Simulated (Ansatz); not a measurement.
# wB97M-V/def2-SVP run of C2H7NSi (SMILES NC1C[SiH2]1)

Aim: the electronic atomisation energy of C2H7NSi at wB97M-V/def2-SVP, from 5 runs. 

The calculation is run with Ansatz 0.2.0.

61 further runs of the same task are left out: 61 set aside as unsound or not needed.

## Step 1: The system as given

The species is C2H7NSi (11 atoms), meant as a singlet with charge 0. As SMILES, `NC1C[SiH2]1`. The shape is that of a PBE0-D4/def2-TZVP optimisation. This is one conformer, not always the lowest.

Bond lengths: N1–C2 1.437 Å, C2–C3 1.539 Å, C2–Si4 1.862 Å, C3–Si4 1.848 Å, N1–H5 1.011 Å, N1–H6 1.014 Å, C2–H7 1.094 Å, C3–H8 1.085 Å, C3–H9 1.086 Å, Si4–H10 1.479 Å, Si4–H11 1.476 Å. Some angles: N1–C2–C3 114.5°, N1–C2–Si4 118.4°, C3–C2–Si4 65.0°, C2–C3–Si4 65.9°, C2–Si4–C3 49.0°, N1–C2–H7 118.0°, C3–C2–H7 113.0°, Si4–C2–H7 116.4°, C2–N1–H5 111.6°, C2–N1–H6 111.3°.

## Step 2: A single-point energy at wB97M-V/def2-SVP

File job.yaml:

```yaml
crystal:
  periodic: [false, false, false]
  atoms:
    - {symbol: N, position_ang: [-1.337200, 0.826100, -0.314200]}
    - {symbol: C, position_ang: [0.048100, 0.587400, -0.015100]}
    - {symbol: C, position_ang: [0.296100, -0.519700, 1.025200]}
    - {symbol: Si, position_ang: [0.845000, -0.955900, -0.685100]}
    - {symbol: H, position_ang: [-1.450400, 1.288300, -1.206000]}
    - {symbol: H, position_ang: [-1.774000, 1.401500, 0.397500]}
    - {symbol: H, position_ang: [0.701400, 1.454200, 0.118600]}
    - {symbol: H, position_ang: [1.025100, -0.311700, 1.801300]}
    - {symbol: H, position_ang: [-0.607900, -0.997000, 1.390600]}
    - {symbol: H, position_ang: [2.288700, -0.939900, -1.005500]}
    - {symbol: H, position_ang: [0.030300, -1.890100, -1.486800]}
basis:
  gaussian:
    orbitals: def2-SVP
accuracy: high
output: {orbitals: {seedname: orbitals}}
hamiltonian:
  xc: {name: wB97M-V}
```

On the command line:

```
$ ansatz run job.yaml --threads 1 --pin off --max-ram 3480MiB --events-out events.jsonl --progress --plain --runs-dir runs
```

The program printed:

```text
Warning: RAYON_NUM_THREADS=1 ignored (pool sized by the plan → 1); use --threads N
Functional definition: wB97M-V
  name "wB97M-V"
  parameter omega = 0.3/bohr
  parameter cx = 0.15
  parameter cx01 = 1.007
  parameter cx10 = 0.259
  parameter css00 = 0.443
  parameter css04 = -1.437
  parameter css10 = -4.535
  parameter css20 = -3.390
  parameter css43 = 4.278
  parameter cos00 = 1.000
  parameter cos10 = 1.358
  parameter cos20 = 2.924
  parameter cos21 = -8.812
  parameter cos60 = -1.390
  parameter cos61 = 9.142
  parameter b = 6.0
  parameter c = 0.01
  gx(w, u) = 1 - cx + cx01*u + cx10*w
  gss(w, u) = css00 + css04*u^4 + css10*w + css20*w^2 + css43*w^4*u^3
  gos(w, u) = cos00 + cos10*w + (cos20 + cos21*u)*w^2 + (cos60 + cos61*u)*w^6
  exchange = spin_sum(e_x_unif_sr(omega)*gx(b97_w, b97_u_x)) + cx*exact_x_sr(omega) + exact_x_lr(omega)
  correlation = spin_sum(e_c_pw_mod_same_spin*gss(b97_w, b97_u_same))
      + integral(e_c_pw_mod_opposite_spin*gos(b97_w_opposite, b97_u_opposite)) + vv10(b, c)
2284 factors; integrals over basis functions are off by at most 3.9e-9 eV
389 factors; integrals over basis functions are off by at most 2.1e-9 eV
mean field evaluation 1: about -11541.5131 eV, gradient 4.5e1 eV
mean field evaluation 2: about -11542.4272 eV, gradient 4.1e1 eV
mean field evaluation 4: about -11546.3393 eV, gradient 1.1e0 eV
mean field evaluation 8: about -11546.4918 eV, gradient 5.0e-2 eV
mean field evaluation 16: about -11546.4918 eV, gradient 1.5e-5 eV
mean field -11546.49177798 eV, -424.3257463475 hartree, gradient 3.7e-8 eV, S^2 0.000000; 0 other end points of the search recorded, 0 dependent functions left out
reference -11546.49178262 eV, -424.3257465180 hartree; 20, 20 occupied and 75, 75 virtual orbitals, 2284 factors
Total energy: -11546.49178262 eV, -424.3257465180 hartree
```

It took 72 s on 1 thread of Arm Neoverse V2, shared host; peak memory 0.64 GiB.

## Step 3: The C atom, same level

File in.yaml:

```yaml
crystal:
  periodic: [false, false, false]
  atoms:
    - {symbol: C, position_ang: [0.000000, 0.000000, 0.000000]}
basis:
  gaussian: {orbitals: def2-SVP}
magnetization: {spin_polarized: true, initial_magnetization: 2}
hamiltonian: {xc: {name: wB97M-V}}
accuracy: high
```

Run the same way, it converges to -37.79948 Eh (log not shown).

## Step 4: The H atom

File molecule.yaml:

```yaml
basis:
  gaussian:
    orbitals: def2-SVP
crystal:
  periodic: [false, false, false]
  atoms:
    - {symbol: H, position_ang: [0.000000, 0.000000, 0.000000]}
accuracy: high
hamiltonian:
  xc: {name: wB97M-V}
magnetization:
  spin_polarized: true
  initial_magnetization: 1
total_charge: 0
```

Run the same way, it converges to -0.49171 Eh (log not shown).

## Step 5: The N atom at the same level

File input.yaml:

```yaml
crystal:
  periodic: [false, false, false]
  atoms:
    - {symbol: "N", position_ang: [0.000000, 0.000000, 0.000000]}
basis:
  gaussian:
    orbitals: def2-SVP
accuracy: high
magnetization:
  spin_polarized: true
  initial_magnetization: 3
hamiltonian:
  xc: {name: wB97M-V}
```

On the command line:

```
$ ansatz run input.yaml --threads 1 --pin off --max-ram 3480MiB --events-out events.jsonl --progress --plain --runs-dir runs
```

The program printed (excerpt; [...] marks lines left out):

```text
Warning: RAYON_NUM_THREADS=1 ignored (pool sized by the plan → 1); use --threads N
[... 2 set-up lines as earlier in the session ...]
[...]
  gx(w, u) = 1 - cx + cx01*u + cx10*w
  gss(w, u) = css00 + css04*u^4 + css10*w + css20*w^2 + css43*w^4*u^3
  gos(w, u) = cos00 + cos10*w + (cos20 + cos21*u)*w^2 + (cos60 + cos61*u)*w^6
[...]
      + integral(e_c_pw_mod_opposite_spin*gos(b97_w_opposite, b97_u_opposite)) + vv10(b, c)
95 factors; integrals over basis functions are off by at most 1.5e-9 eV
54 factors; integrals over basis functions are off by at most 8.9e-10 eV
[...]
mean field -1483.71226402 eV, -54.5254200065 hartree, gradient 3.6e-8 eV, S^2 3.753012; 0 other end points of the search recorded, 0 dependent functions left out
reference -1483.71226518 eV, -54.5254200492 hartree; 5, 2 occupied and 9, 12 virtual orbitals, 95 factors
Total energy: -1483.71226518 eV, -54.5254200492 hartree
```

Wall time 1.6 s (1 thread of Arm Neoverse V2, shared host); peak memory 0.15 GiB.

## Step 6: The Si atom

File molecule.yaml:

```yaml
crystal:
  periodic: [false, false, false]
  atoms:
    - {symbol: Si, position_ang: [0.000000, 0.000000, 0.000000]}
basis:
  gaussian: {orbitals: def2-SVP}
magnetization: {spin_polarized: true, initial_magnetization: 2}
hamiltonian: {xc: {name: wB97M-V}}
accuracy: high
```

Run the same way, it converges to -289.25435 Eh (log not shown).

## Step 7: What came out

At wB97M-V/def2-SVP:

| quantity | value |
| --- | --- |
| molecule: total energy | -424.32575 Eh |
| molecule: HOMO energy | -8.42 eV |
| molecule: LUMO energy | 2.72 eV |
| molecule: HOMO–LUMO gap | 11.14 eV |
| C atom: total energy | -37.79948 Eh |
| C atom: ⟨S²⟩ | 2.002 |
| H atom: total energy | -0.49171 Eh |
| H atom: ⟨S²⟩ | 0.750 |
| N atom: total energy | -54.52542 Eh |
| N atom: ⟨S²⟩ | 3.753 |
| Si atom: total energy | -289.25435 Eh |
| Si atom: ⟨S²⟩ | 2.001 |
| electronic atomisation energy | 40.954 eV |

What this shows: Taking the molecule apart into free atoms costs 40.95 eV (944 kcal/mol), before zero-point energy and without spin-orbit coupling.
